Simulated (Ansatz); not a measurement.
Working through an atomisation energy of C2H3NSe, SMILES [SeH]C1=NC1

Computed with Ansatz's Python interface.

At the Python prompt:
```pycon
>>> from collections import Counter
>>> import ansatz as az
>>> from ase import Atoms
>>> def energy_of(molecule, charge=0, unpaired=0):
...     calc = (
...         molecule.calculation()
...         .basis(gaussian="cc-pVDZ")
...         .functional("HF")
...     )
...     if charge:
...         calc = calc.charge(charge)
...     if unpaired:
...         calc = calc.spin("collinear", total=unpaired)
...     return calc.run(threads=1).report["free_energy_ev"]
...
>>> atoms = Atoms(["Se", "C", "N", "C", "H", "H", "H"], positions=[
...     [-1.2893, -0.1967, -1.685],
...     [-0.1944, -0.3622, -0.1749],
...     [0.1045, -1.0008, 1.0137],
...     [0.9721, 0.0129, 0.5354],
...     [-2.1892, 0.8634, -0.9486],
...     [0.7739, 0.966, 1.1004],
...     [1.8839, -0.3507, 0.1132],
... ])
>>> geometry = az.Crystal.molecule_from_ase(atoms)
>>> unpaired = {"Se": 2, "C": 2, "N": 3, "H": 1}
>>> counts = Counter(site.symbol for site in geometry.cartesian_sites)
>>> atom_energy = {s: energy_of(az.Crystal.molecule().atom(s, (0, 0, 0)), 0, unpaired[s]) for s in counts}

>>> whole = energy_of(geometry, 0, 0)
>>> for s, e in atom_energy.items():
...     print(f"{s:2s} x{counts[s]}  {e:14.5f} eV")
...
Se x1    -65301.80661 eV
C  x2     -1025.50311 eV
N  x1     -1480.05762 eV
H  x3       -13.58606 eV
>>> print(f"C2H3NSe: {whole:.5f} eV")
C2H3NSe: -68888.44085 eV
>>> split = sum(counts[s] * e for s, e in atom_energy.items()) - whole
>>> print(f"atomisation energy (no zero-point term): {23.060548 * split:.1f} kcal/mol, {split / sum(counts.values()):.3f} eV an atom")
atomisation energy (no zero-point term): 341.6 kcal/mol, 2.116 eV an atom
```

341.6 kcal/mol from the electronic energies, without the zero-point term.

Reading the output:
- Total energies depend on the basis set; only differences at equal settings carry meaning.
- The geometry is a force-field or estimated start, not a minimum of this method, and the basis set is short of its limit. All parts are taken at fixed geometry, without zero-point energy.
- Hartree-Fock leaves correlation out, so bond, atomisation and ionisation energies come out well too low.
- The spin-orbit lowering of heavy atoms is left out.
- Finished in 1.8 s on 1 thread of Arm Neoverse V2, with other jobs on the host, peak memory 0.22 GiB.

(Lines on the test bed's own set-up are left out of the output.)
